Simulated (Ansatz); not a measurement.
# ClFHIn: the cost of one run

Program: Ansatz 0.2.0 through its Python package. Level of theory: r2SCAN+D3(BJ)/def2-SVP. These are calculated values, not measurements.

## (1) The structure

Bond lengths: F1–In2 1.899 Å, In2–Cl3 2.592 Å, In2–H4 1.763 Å. Angles: F1–In2–Cl3 98.8°, F1–In2–H4 107.9°, Cl3–In2–H4 124.3°.

The script holds or builds the structure itself.

## (2) Script

File clfhin.py:

```python
"""How ClFHIn relaxes after losing an electron."""

import itertools
import warnings

import ansatz
from ase.data import atomic_numbers, covalent_radii
import numpy as np

warnings.simplefilter("ignore", ansatz.DeckWarning)

geometry_ang = [
    ("F", (-1.4101, -0.0698, 0.9743)),
    ("In", (-0.2014, -0.1303, -0.4897)),
    ("Cl", (1.7682, -1.3493, 0.6735)),
    ("H", (-0.1012, 1.489, -1.1784)),
]
system = ansatz.Crystal.molecule()
for symbol, xyz in geometry_ang:
    system = system.atom(symbol, xyz)

calc = (
    system.calculation()
    .basis(gaussian="def2-SVP")
    .functional("r2scan", dispersion="d3bj")
)
symbols = [site.symbol for site in system.cartesian_sites]
start = np.array([site.position_ang for site in system.cartesian_sites], dtype=float)
rep = calc.relax(force_tolerance=0.01).run(threads=1).report
end = np.array(rep["positions_ang"])

minimum = ansatz.Crystal.molecule()
for symbol, place in zip(symbols, end):
    minimum = minimum.atom(symbol, place.tolist())
ion = minimum.calculation()
ion = ion.basis(gaussian="def2-SVP").functional("r2scan", dispersion="d3bj")
ion = ion.charge(1).spin("collinear", total=1)
vertical = ion.run(threads=1).report
settled = ion.relax(force_tolerance=0.01, max_steps=80).run(threads=1).report
print(f"vertical ionisation energy   {vertical['free_energy_ev'] - rep['free_energy_ev']:.3f} eV")
print(f"adiabatic, no zero point     {settled['free_energy_ev'] - rep['free_energy_ev']:.3f} eV")
print(f"relaxation energy of the ion {vertical['free_energy_ev'] - settled['free_energy_ev']:.3f} eV")
ionised = np.array(settled["positions_ang"])
# pairs closer than 1.2 times the sum of covalent radii, before or after
radius = [covalent_radii[atomic_numbers[s]] for s in symbols]
span = lambda where, i, j: np.linalg.norm(where[i] - where[j])
bonded = [(i, j) for i, j in itertools.combinations(range(len(symbols)), 2) if min(span(end, i, j), span(ionised, i, j)) < 1.2 * (radius[i] + radius[j])]
print("pair        before    after (A)")
for i, j in bonded:
    print(f"{symbols[i]}{i}-{symbols[j]}{j}".ljust(10), f"{span(end, i, j):8.4f} {span(ionised, i, j):8.4f}")
```

## (3) Running it

Launch:

```bash
> python clfhin.py
```

Q: Estimate wall time and peak memory on 1 thread of Arm Neoverse V1, shared host.

About 3.9 min, with a peak of 0.28 GiB.
